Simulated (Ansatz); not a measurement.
# Cl2H3PZn: the cost of one run

Method: RKS PBE/def2-SVP, in Ansatz 0.2.0.

### Step 1. Starting point

Bond lengths: Zn1–Cl2 2.590 Å, Zn1–Cl3 2.240 Å, Zn1–P4 2.590 Å, P4–H5 1.420 Å, P4–H6 1.420 Å, Cl2–H7 1.549 Å, P4–H7 1.612 Å. Angles: Zn1–Cl2–H7 71.1°, Cl2–Zn1–Cl3 180.0°, Cl2–Zn1–P4 71.6°, Cl3–Zn1–P4 108.4°, Zn1–P4–H5 109.5°, Zn1–P4–H6 109.5°, Zn1–P4–H7 70.4°, H5–P4–H6 109.4°, H5–P4–H7 141.1°, H6–P4–H7 43.1°, Cl2–H7–P4 146.9°.

Structure file:

```xyz
7

Zn    0.0000    0.0000    0.0000
Cl    0.0000    0.0000    2.5900
Cl    0.0000    0.0000   -2.2400
P    -2.4579    0.0000    0.8167
H    -3.2243   -0.8853    0.0134
H    -2.5077   -0.4268    2.1701
H    -1.4655    0.0000    2.0875
```

### Step 2. A restrained relaxation towards end A

Springs on the bonds that form and break draw the guess towards this end; the thresholds are loose.

Input file input.yaml:

```yaml
crystal:
  periodic: [false, false, false]
  atoms:
    - { symbol: Zn, position_ang: [0.0, 0.0, 0.0] }
    - { symbol: Cl, position_ang: [0.0, 0.0, 2.59] }
    - { symbol: Cl, position_ang: [0.0, 0.0, -2.24] }
    - { symbol: P, position_ang: [-2.4579, 0.0, 0.8167] }
    - { symbol: H, position_ang: [-3.2243, -0.8853, 0.0134] }
    - { symbol: H, position_ang: [-2.5077, -0.4268, 2.1701] }
    - { symbol: H, position_ang: [-1.4655, 0.0, 2.0875] }
basis:
  gaussian: { orbitals: def2-SVP }
hamiltonian:
  xc: pbe
relax:
  f_tol: 0.15
  max_steps: 25
  restrain:
    - { distance: [0, 3], at: 3.49, k: 30.0 }
    - { distance: [6, 1], at: 2.57, k: 30.0 }
    - { distance: [0, 1], at: 2.24, k: 30.0 }
    - { distance: [6, 3], at: 1.42, k: 30.0 }
```

The run is started by

```sh
$ ansatz run input.yaml --threads 2 --pin off --max-ram 3072MiB --backend cpu --events-out ev --progress --plain --runs-dir out
```

What time and memory should one allow on 2 threads of Arm Neoverse V1, shared host?

About 20 s, with a peak of 0.15 GiB.
